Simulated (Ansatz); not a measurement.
# ClFH₄N₂Si: one species, many methods

An exercise on one series of results from a longer session: the logs are not shown, and one member is left open.

Method: functionals in def2-TZVPP, the program's frozen cores in correlated methods; program: Ansatz 0.2.0, Gaussian basis.

Levels to be run: LDA (SPW92), PBE-D4, revPBE-D4, BLYP-D4, r2SCAN-D4, B97M-V, PBE0-D4, B3LYP-D4, r2SCANh-D4, r2SCAN0-D4, HSE06-D4, BHLYP-D4, CAM-B3LYP-D4, LC-ωPBE, ωB97X-V, ωB97M-V, B2PLYP, PBE-QIDH; CCSD(T)/def2-SVP; CCSD(T)/def2-TZVPP; MP2/def2-QZVPP; extrapolation to the limit; RPA on PBE.

### Structure used throughout

An earlier PBE0-D4 in a triple-zeta def2 set relaxation fixed the geometry.

SMILES `N[Si](N)(F)Cl`, 9 atoms, charge 0, spin multiplicity 1.

Atoms are counted from 1 here; the program's logs count them from 0.

Bond lengths: N1–Si2 1.688 Å, N1–H6 1.006 Å, N1–H7 1.007 Å, Si2–N3 1.684 Å, Si2–F4 1.593 Å, Si2–Cl5 2.053 Å, N3–H8 1.006 Å, N3–H9 1.005 Å. Angles: Si2–N1–H6 120.4°, Si2–N1–H7 120.4°, H6–N1–H7 112.2°, N1–Si2–N3 109.6°, N1–Si2–F4 104.4°, N1–Si2–Cl5 117.1°, N3–Si2–F4 116.4°, N3–Si2–Cl5 105.5°, F4–Si2–Cl5 104.2°, Si2–N3–H8 121.2°, Si2–N3–H9 121.8°, H8–N3–H9 113.1°.

The first run:

in.yaml

```yaml
crystal:
  periodic: [false, false, false]
  atoms:
    - {symbol: N, position_ang: [-1.103438, 0.512564, -0.802398]}
    - {symbol: Si, position_ang: [0.413721, -0.007873, -0.276117]}
    - {symbol: N, position_ang: [0.278159, -0.677898, 1.262924]}
    - {symbol: F, position_ang: [0.921677, -0.982262, -1.429205]}
    - {symbol: Cl, position_ang: [1.890326, 1.411096, -0.127004]}
    - {symbol: H, position_ang: [-1.655760, 1.131665, -0.233138]}
    - {symbol: H, position_ang: [-1.287441, 0.634505, -1.784505]}
    - {symbol: H, position_ang: [-0.423915, -1.367732, 1.471865]}
    - {symbol: H, position_ang: [1.054973, -0.700365, 1.900478]}
basis:
  gaussian: {orbitals: def2-TZVPP}
hamiltonian: {xc: lda}
output: {orbitals: {seedname: orbitals}}
```

On the command line:

```
$ ansatz run in.yaml --threads 4 --pin off --events-out ev --progress --plain --max-ram 10444MiB
```

Steps of the session up to this table: LDA; PBE-D4 (GGA); revPBE-D4 (GGA); BLYP-D4 (GGA); r2SCAN-D4 (meta-GGA); B97M-V (meta-GGA); PBE0-D4 (hybrid); B3LYP-D4 (hybrid); r2SCANh-D4 (hybrid); r2SCAN0-D4 (hybrid); HSE06-D4 (hybrid); BHLYP-D4 (hybrid); CAM-B3LYP-D4 (range-separated); LC-ωPBE (range-separated); ωB97X-V (range-separated); ωB97M-V (range-separated); B2PLYP (double hybrid); PBE-QIDH (double hybrid).

One of the session's tables, all rows but one given; the rest of the session is left out.

It belongs to the step «Frontier levels by functional». 

| functional | HOMO (eV) | LUMO (eV) | gap (eV) |
| --- | --- | --- | --- |
| LDA (SPW92) | -6.72 | -0.30 | 6.42 |
| PBE-D4 | -6.55 | -0.17 | 6.38 |
| revPBE-D4 | -6.48 | -0.10 | 6.38 |
| BLYP-D4 | -6.41 | -0.20 | 6.21 |
| r2SCAN-D4 | -6.88 | 0.56 | 7.45 |
| B97M-V | -6.97 | 0.07 | 7.04 |
| PBE0-D4 | -8.04 | 0.68 | 8.72 |
| B3LYP-D4 | ? | ? | ? |
| r2SCANh-D4 | -7.44 | 0.81 | 8.25 |
| r2SCAN0-D4 | -8.27 | 1.17 | 9.44 |
| HSE06-D4 | -7.63 | 0.31 | 7.94 |
| BHLYP-D4 | -9.42 | 1.29 | 10.71 |
| CAM-B3LYP-D4 | -9.48 | 1.44 | 10.92 |
| LC-ωPBE | -10.92 | 2.80 | 13.72 |
| ωB97X-V | -10.52 | 2.57 | 13.09 |
| ωB97M-V | -10.40 | 2.10 | 12.50 |

**Question.** Estimate the row for B3LYP-D4.

Worked estimate for «HOMO (eV)». Against the share of exact exchange, BLYP-D4 (0, -6.41), BHLYP-D4 (0.5, -9.42) give a slope of -6.02 per unit share; at 0.2 the line stands at -7.61.

**Answer.** HOMO (eV): -7.77; LUMO (eV): 0.31; gap (eV): 8.08. In «HOMO (eV)» the line misses by +0.16.
